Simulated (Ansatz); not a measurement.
# SiB4Mo: the cost of one run

Method: DFT PBE, scalar-relativistic, plane waves, PAW, in Ansatz 0.2.0.

**1. The structure to begin with**

Symmetry: P4/mmm, No. 123, tetragonal system. The conventional cell has a = 3.124 Å, b = 3.124 Å, c = 5.313 Å, α = 90.00°, β = 90.00°, γ = 90.00°. Si (site symmetry 4/mmm) is surrounded by 10 B at 2.09 to 2.28 Å. Around B (site symmetry 4mm) lie 1 B at 1.12 Å. Mo (site symmetry 4/mmm) is surrounded by 10 B at 2.10 to 2.28 Å.

As a file:

```xyz
6
Lattice="3.1244 0.0000 0.0000 0.0000 3.1244 0.0000 0.0000 0.0000 5.3126" Properties=species:S:1:pos:R:3 pbc="T T T"
Si    1.5622    1.5622    2.6563
B     0.0000    0.0000    3.2159
B     1.5622    1.5622    0.5614
B     1.5622    1.5622    4.7512
B     0.0000    0.0000    2.0967
Mo    0.0000    0.0000    0.0000
```

The cell is invented: species swapped into a database cell of DyErC4 (P4/mmm, No. 123), with Mo on the Dy sites, Si on the Er sites and B on the C sites. The dimensions are guesses.

**2. The guess as it stands, on a coarse mesh**

input.yaml

```yaml
crystal:
  lattice:
    - [3.12436329, 0.0, 0.0]
    - [0.0, 3.12436329, 0.0]
    - [0.0, 0.0, 5.31255981]
  atoms:
    - { symbol: Si, position: [0.5, 0.5, 0.5] }
    - { symbol: B, position: [0.0, 0.0, 0.605331] }
    - { symbol: B, position: [0.5, 0.5, 0.105666] }
    - { symbol: B, position: [0.5, 0.5, 0.894334] }
    - { symbol: B, position: [0.0, 0.0, 0.394669] }
    - { symbol: Mo, position: [0.0, 0.0, 0.0] }
basis:
  ecutwfc: 420
kpoints:
  mp_grid: { grid: [6, 6, 4] }
hamiltonian:
  xc: pbe
scf:
  occupations: { method: gaussian, width: 0.1 }
  lower_state_search: "off"
output:
  forces: true
  stress: true
  eigenvalues: true
```

On the command line:

```console
ansatz run input.yaml --threads 1 --pin off --max-ram 2560MiB --backend cpu --events-out ev --progress --plain --runs-dir out
```

What time and memory should one allow on 1 thread of Arm Neoverse V1, shared host?

About 2.3 s, with a peak of 0.39 GiB.
